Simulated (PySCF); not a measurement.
# COSe: magnetic properties

The task here is to estimate one member of a computed series from the others.

Computed with PySCF 2.14.0 and routines of our own; the level stands in each step. Atoms count from 0.

### The system as given

3 atoms, charge 0, multiplicity 1; geometry from: GFN2-xTB.

Set-up of the first run:

The job: settings as JSON, then the geometry in Å.

```
{"job": {"xc": "PBE0", "basis": "def2-SVP", "d3": "d3bj", "grid": 1, "kind": "geom"}, "charge": 0, "multiplicity": 1}
O     -1.142106     0.768361    -0.006480
C     -0.143980     0.188518    -0.004463
Se     1.297567    -0.649011    -0.001611
```

The run is started by

```console
$ OMP_NUM_THREADS=1 python excited_run.py task.json out
```

One launch serves the whole session: the jobs run in the order shown.

Among the steps run: Relaxing the molecule at PBE0-D3(BJ)/def2-SVP; Magnetic properties: GIAO revPBE/aug-pcSseg-2; Magnetic properties: GIAO PW91/aug-pcSseg-2; Magnetic properties: GIAO B3LYP/aug-pcSseg-2; Magnetic properties: GIAO X3LYP/aug-pcSseg-2; Magnetic properties: GIAO PBE0/aug-pcSseg-2; Magnetic properties: GIAO mPW1PW91/aug-pcSseg-2.

One table of the session follows, with a row left open; its other results are not shown here.

It belongs to the step «Magnetic properties side by side». 

```
                     level  gap (eV)
  GIAO revPBE/aug-pcSseg-2      4.96
    GIAO PW91/aug-pcSseg-2      4.92
   GIAO B3LYP/aug-pcSseg-2         ?
   GIAO X3LYP/aug-pcSseg-2      6.64
    GIAO PBE0/aug-pcSseg-2      6.97
GIAO mPW1PW91/aug-pcSseg-2      6.97
```

Estimate the missing values for GIAO B3LYP/aug-pcSseg-2.

The run gave: gap (eV): 6.50. In the column «gap (eV)» it lies between GIAO revPBE/aug-pcSseg-2 (4.96) and GIAO X3LYP/aug-pcSseg-2 (6.64).

Limits of these values: Vibrational averaging and real surroundings are missing from these values.
